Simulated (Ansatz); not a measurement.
# MnSb: how the settings move a single-point run

Question: which choices in the input matter for MnSb?

Method: reference: DFT, PBEsol, PAW with Ansatz's default frozen-core files, scalar-relativistic, in Ansatz 0.2.0.

### 1 The system as given

Symmetry: P6_3/mmc, No. 194, hexagonal system. Conventional cell: a = 3.853 Å, b = 3.853 Å, c = 5.366 Å, α = 90.00°, β = 90.00°, γ = 120.00°. Mn (site symmetry -3m) is surrounded by 6 Sb at 2.60 Å and 2 Mn at 2.68 Å. Around Sb (site symmetry -6m2) lie 6 Mn at 2.60 Å.

Structure file:

```cif
data_structure
_symmetry_space_group_name_H-M 'P 1'
_symmetry_Int_Tables_number 1
_cell_length_a 3.8525
_cell_length_b 3.8525
_cell_length_c 5.3657
_cell_angle_alpha 90.000
_cell_angle_beta 90.000
_cell_angle_gamma 120.000
_cell_volume 68.97
loop_
_atom_site_label
_atom_site_type_symbol
_atom_site_fract_x
_atom_site_fract_y
_atom_site_fract_z
_atom_site_occupancy
Mn1 Mn 0.00000 0.00000 0.00000 1
Mn2 Mn 0.00000 0.00000 0.50000 1
Sb1 Sb 0.33333 0.66667 0.25000 1
Sb2 Sb 0.66667 0.33333 0.75000 1
```

### 2 Baseline

File input.yaml:

```yaml
crystal:
  lattice:
    - [3.8525187319, 0.0, 0.0]
    - [-1.926259366, 3.3363790904, 0.0]
    - [0.0, 0.0, 5.3656766917]
  atoms:
    - { symbol: Mn, position: [0.0, 0.0, 0.0] }
    - { symbol: Mn, position: [0.0, 0.0, 0.5] }
    - { symbol: Sb, position: [0.3333333333, 0.6666666667, 0.25] }
    - { symbol: Sb, position: [0.6666666667, 0.3333333333, 0.75] }
kpoints:
  mp_grid: { grid: [9, 9, 6] }
scf:
  occupations: { method: fermi_dirac, width: 0.1 }
  lower_state_search: "off"
hamiltonian:
  xc: pbesol
  pseudopotentials: { kind: paw }
output:
  forces: true
  stress: true
  eigenvalues: true
  write_density: true
  write_potential: true
  elf: true
  volumetric_format: npy
```

Started as:

```console
> ansatz run input.yaml --threads 2 --pin off --max-ram 6144MiB --backend cpu --events-out ev --progress --plain --runs-dir out
```

### 3 Changed: xc_grid 3

input.yaml: that of step 2 with these lines changed.

```diff
@@ -26 +26,3 @@
   volumetric_format: npy
+basis:
+  xc_grid: 3
```

What does the calculation give? Wanted: for each run, ending; energy change; pressure; gap; force.

As calculated:

```
         run     ending  energy change  pressure (GPa)  gap (eV)  force (eV/Å)  cycles   time
   reference  converged              0            -1.8      0.00          0.00       7  2.7 s
1: xc_grid 3  converged   0.0 meV/atom            -1.8      0.00          0.00       7  4.1 s
```

Residual by cycle in the longest SCF loop of each run; runs are numbered as in the table. The quantity is the density residual dr2, in eV.

```
cycle  reference   run 1
    1      0.043   0.043
    2     0.0049  0.0049
    3     2.8e-4  2.8e-4
    4     3.4e-5  3.4e-5
    5     5.6e-6  5.6e-6
    6     1.1e-7  1.1e-7
    7     2.8e-8  2.8e-8
```

**Reading.** Changing the numerical grids hardly moves the energy: 0.0 meV/atom. Cost: 4.1 s against 2.7 s. The reference leaves spin out although Mn can carry a moment, so its state need not be the lowest.

No run allows spin polarisation, though the cell holds Mn.
